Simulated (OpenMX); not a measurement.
The system is Mn, a sheet with vacuum.

```
Mn
1.0
     2.61432    0.00000    0.00000
     0.00000    2.61432    0.00000
     0.00000    0.00000   23.80000
Mn
1
Direct
  0.00000 0.00000 0.29412
```

The cell was built by a generator and needn't be a form met in nature.

Base run:

```yaml
Program: OpenMX 3.8.5
Functional: PBE
Potentials_or_basis: OpenMX 2013 PBE set, Mn6.0-s3p2d2, grid cutoff 400 Ry
k_mesh: 7 × 7 × 1
Occupations: fermi-dirac, width 0.05 eV
Spin: no spin polarisation
```

Its results: band gap on the k mesh none (metal or under the smearing width).

Q: The run is repeated on the same cell with these changes: spin from no spin polarisation to collinear spin, ferromagnetic start. What comes out?

A: Band gap on the k mesh none (metal or under the smearing width); net moment 4.18 μB per cell; site moments Mn +4.18 μB.

Caveats: no basis functions reach into the vacuum, so the work function isn't listed; the basis of atomic orbitals isn't converged, which shifts pressures, moduli and gaps.
